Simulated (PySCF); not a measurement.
# CHFNSi (SMILES N#C[SiH]F) at UB3LYP/6-311G(d,p)

Aim: a structure relaxation of CHFNSi. 

The results are computed with PySCF 2.14.0.

4 further runs of the same task are left out: 4 set aside as unsound or not needed.

## Step 1: The structure to begin with

The species is CHFNSi (5 atoms), meant as a doublet with charge 0. SMILES: `N#C[SiH]F`. The shape is that of a PBE0-D4/def2-TZVP optimisation. The run starts from this shape.

Bond lengths: N1–C2 1.154 Å, C2–Si3 1.837 Å, Si3–F4 1.591 Å, Si3–H5 1.482 Å. Angles: N1–C2–Si3 173.9°, C2–Si3–F4 108.1°, C2–Si3–H5 109.3°, F4–Si3–H5 109.8°.

## Step 2: A structure relaxation at UB3LYP/6-311G(d,p)

start.xyz reads:

```xyz
5
CHFNSi
N      1.347400    -1.164000     1.391300
C      0.713800    -0.590000     0.616200
Si    -0.146100     0.297600    -0.743500
F     -1.590300    -0.347100    -0.917700
H     -0.274900     1.730000    -0.387600
```

input.py reads:

```python
# N#C[SiH]F
from pyscf import gto, dft
from pyscf.geomopt.geometric_solver import kernel as optimise

mol = gto.M(
    atom='start.xyz',
    verbose=3,
    basis='6-311g**',
    max_memory=1860,
    spin=1,
    charge=0,
)

ks = dft.UKS(mol, xc='b3lyp')
ks.grids.level = 4
ks.conv_tol = 1e-10
converged, mol_eq = optimise(ks, maxsteps=60, convergence_set='GAU_TIGHT')
print('converged:', converged)
print(mol_eq.tostring())

ks.reset(mol_eq)
mol = mol_eq
ks.kernel()
if not ks.converged:
    ks = ks.newton().run(ks.mo_coeff, ks.mo_occ)
energy = ks.e_tot
print('E = %.10f Eh' % energy)
```

The run is started by

```sh
$ OMP_NUM_THREADS=1 python input.py
```

Standard output:

```text
convergence_set           GAU_TIGHT
[... 25 lines left out ...]
> Convergence Criteria:
[... 19 lines left out ...]
converged SCF energy = -482.861113640088  <S^2> = 0.75232886  2S+1 = 2.0023275
[... 41 lines left out ...]
converged SCF energy = -482.861556508614  <S^2> = 0.75237217  2S+1 = 2.0023708
[... 62 lines left out ...]
converged SCF energy = -482.861559144461  <S^2> = 0.75237921  2S+1 = 2.0023778
[... 62 lines left out ...]
converged SCF energy = -482.86155924863  <S^2> = 0.75238591  2S+1 = 2.0023845
[... 62 lines left out ...]
converged SCF energy = -482.861559279528  <S^2> = 0.75238497  2S+1 = 2.0023836
[... 62 lines left out ...]
converged SCF energy = -482.861559327012  <S^2> = 0.75238271  2S+1 = 2.0023813
[... 54 lines left out ...]
Converged! =D
[... 1 line left out ...]
converged: True
N           1.34578403       -1.16502265        1.38896889
C           0.70558057       -0.59190332        0.61270241
Si         -0.14647816        0.30073029       -0.75631766
F          -1.61394812       -0.34978184       -0.94389474
H          -0.26996407        1.73138118       -0.39017155

converged SCF energy = -482.861559337124  <S^2> = 0.7523826  2S+1 = 2.0023812
E = -482.8615593371 Eh
```

It took 6 min on 1 thread of Intel Xeon Platinum 8375C at 2.90GHz (Ice Lake), shared host; peak memory 0.86 GiB.

The path in brief:

| step | energy from the first frame kept (eV) | largest force (eV/Å) |
| --- | --- | --- |
| 0 | 0.0000 | 0.8738 |
| 1 | -0.0110 | 0.2747 |
| 2 | -0.0121 | 0.0291 |
| 3 | -0.0121 | 0.0128 |
| 4 | -0.0121 | 0.0088 |
| 5 | -0.0121 | 0.0036 |
| 6 | -0.0121 | 0.0028 |
| 7 | -0.0121 | 0.0022 |
| 8 | -0.0121 | 0.0022 |
| 9 | -0.0121 | 0.0021 |
| 10 | -0.0121 | 0.0016 |
| 11 | -0.0121 | 0.0013 |
| 12 | -0.0121 | 0.0009 |
| 13 | -0.0121 | 0.0007 |
| 14 | -0.0121 | 0.0008 |
| 15 | -0.0121 | 0.0009 |
| 16 | -0.0121 | 0.0008 |

After the run. Bond lengths: N1–C2 1.158 Å, C2–Si3 1.843 Å, Si3–F4 1.616 Å, Si3–H5 1.482 Å. Angles: N1–C2–Si3 173.3°, C2–Si3–F4 108.1°, C2–Si3–H5 108.8°, F4–Si3–H5 110.0°.

## Step 3: Outcome

Level: UB3LYP/6-311G**.

| quantity | value |
| --- | --- |
| total energy at the end | -482.86156 Eh |
| dipole moment | 2.98 D |
| HOMO energy (highest over α and β) | -7.18 eV |
| LUMO energy (lowest over α and β) | -4.04 eV |
| ⟨S²⟩ | 0.752 |

What this shows: At the final geometry: Bond lengths: N1–C2 1.158 Å, C2–Si3 1.843 Å, Si3–F4 1.616 Å, Si3–H5 1.482 Å. Angles: N1–C2–Si3 173.3°, C2–Si3–F4 108.1°, C2–Si3–H5 108.8°, F4–Si3–H5 110.0°. The optimisation took 16 steps and changed the energy by -0.012 eV.
